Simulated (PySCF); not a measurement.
# F3H3NYb (Yb(F)3(NH3)-): the cost of one run

Method: PBE0, Yb lcecp-0-SVP with ECP60, F def2-SVP, N def2-SVP, H def2-SVP; scalar-relativistic core potentials, no spin–orbit coupling; program: PySCF 2.14.0.

1 further run of the same task is left out (for a known fault of the program).

### 1 Where the work starts

8 atoms, charge -1, spin multiplicity 1.

Bond lengths: Yb1–F2 2.182 Å, Yb1–F3 2.182 Å, Yb1–F4 2.182 Å, Yb1–N5 2.617 Å, N5–H6 1.020 Å, N5–H7 1.020 Å, N5–H8 1.020 Å. Angles: F2–Yb1–F3 109.5°, F2–Yb1–F4 109.5°, F2–Yb1–N5 109.5°, F3–Yb1–F4 109.5°, F3–Yb1–N5 109.5°, F4–Yb1–N5 109.5°, Yb1–N5–H6 113.0°, Yb1–N5–H7 113.0°, Yb1–N5–H8 113.0°, H6–N5–H7 105.8°, H6–N5–H8 105.8°, H7–N5–H8 105.8°.

Coordinates:

```xyz
8

Yb    0.0000    0.0000    0.0000
F     1.2599    1.2599    1.2599
F    -1.2599   -1.2599    1.2599
F     1.2599   -1.2599   -1.2599
N    -1.5112    1.5112   -1.5112
H    -2.1244    2.1244   -0.9741
H    -0.9741    2.1244   -2.1244
H    -2.1244    0.9741   -2.1244
```

Formal oxidation states: Yb +2. Each metal's 14 4f electrons lie in its core potential, so multiplicities, spins and levels count the valence alone.

### 2 SCF at the start, singlet

run.py (the lines that set the calculation)

```python
mol = gto.M(atom='''
Yb     0.00000     0.00000     0.00000
F      1.25990     1.25990     1.25990
F     -1.25990    -1.25990     1.25990
F      1.25990    -1.25990    -1.25990
N     -1.51120     1.51120    -1.51120
H     -2.12440     2.12440    -0.97410
H     -0.97410     2.12440    -2.12440
H     -2.12440     0.97410    -2.12440''',
    basis={'Yb': 'lcecp-0-SVP', 'F': 'def2-SVP', 'N': 'def2-SVP', 'H': 'def2-SVP'},
    ecp={'Yb': 'lcecp-0-SVP'},
    charge=-1, spin=0)
mf = dft.RKS(mol, xc='PBE0')
mf.grids.atom_grid = (50, 194)  # f atoms: unpruned, at least (60, 302)
mf = mf.density_fit()  # fitting sets: Yb AutoAux, F def2-universal-JKFIT, N def2-universal-JKFIT, H def2-universal-JKFIT
mf.conv_tol = 1e-08; mf.max_cycle = 55
mf.kernel(dm0)  # dm0: free metal ions and neutral atoms
```

On the command line:

```console
$ OMP_NUM_THREADS=2 python run.py
```

Q: Estimate wall time and peak memory on 2 threads of Intel Xeon at 2.50GHz (Skylake/Cascade Lake), shared host.

About 11 s, with a peak of 0.6 GiB.
